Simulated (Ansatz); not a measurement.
What does this script print? It uses the Python package of Ansatz (0.2.0).

`run_energy.py`
```python
'''Single point of BeF(-) in a Gaussian basis.'''

import logging
import sys

import ansatz as az

logging.basicConfig(stream=sys.stdout, format='%(name)s: %(message)s')
log = logging.getLogger('bef')
log.setLevel(logging.INFO)

geometry_ang = [
    ('Be', (0.0, 0.0, 0.0)),
    ('F', (0.0, 0.0, 1.675)),
]
molecule = az.Crystal.molecule()
for symbol, xyz in geometry_ang:
    molecule = molecule.atom(symbol, xyz)

model = (
    molecule.calculation()
    .basis(gaussian='cc-pVDZ')
    .correlation('RPA')
    .charge(-1)
)
print(model.to_yaml())
result = model.run(threads=1)
rep = result.report

log.info(f'E = {rep["free_energy_ev"]:.6f} eV = {rep["free_energy_ev"] / 27.211386246:.7f} Ha')
print('converged:', rep['converged'], ' doubts:', rep['published_state_doubts'] or 'none')

print('correlation energy', round(rep['free_energy_ev'] - rep['reference_energy_ev'], 5), 'eV')
cluster = rep['correlation'].get('coupled_cluster')
if cluster:
    print('cycles', cluster['cycles'], ' T1 diagnostic', round(cluster['t1_diagnostic'], 4), ' largest double', round(cluster['largest_double'], 4))

state = rep['mean_field']['state']
log.info(f'mean field: {state["energy"]["hartree"]:.7f} Ha, <S^2> = {abs(state["spin_squared"]):.4f}, stability: {state.get("stability", {}).get("kind")}')
```

```console
$ python run_energy.py
crystal:
  periodic: [false, false, false]
  atoms:
    - { symbol: Be, position_ang: [0.0, 0.0, 0.0] }
    - { symbol: F, position_ang: [0.0, 0.0, 1.675] }
basis:
  gaussian:
    orbitals: cc-pVDZ
total_charge: -1.0
correlation:
  method: rpa

bef: E = -3111.646289 eV = -114.3508920 Ha
converged: True  doubts: none
correlation energy -7.13062 eV
bef: mean field: -114.0888464 Ha, <S^2> = 0.0000, stability: minimum
```

Reading the output:
- Total energies depend on the basis set; only differences at equal settings carry meaning.
- The geometry is a force-field or estimated start, not a minimum of this method, and the basis set is short of its limit.
- Inner cores stay frozen; the shell under the valence of alkali and alkaline-earth atoms is correlated with it.
- S² is that of the Hartree-Fock reference.
- The spin state was assumed, and another may lie lower.
- Anions want diffuse functions, which this basis lacks.
- Wall time of the script: 0.5 s on 1 thread of Arm Neoverse V1 (shared host), peak memory 0.13 GiB.
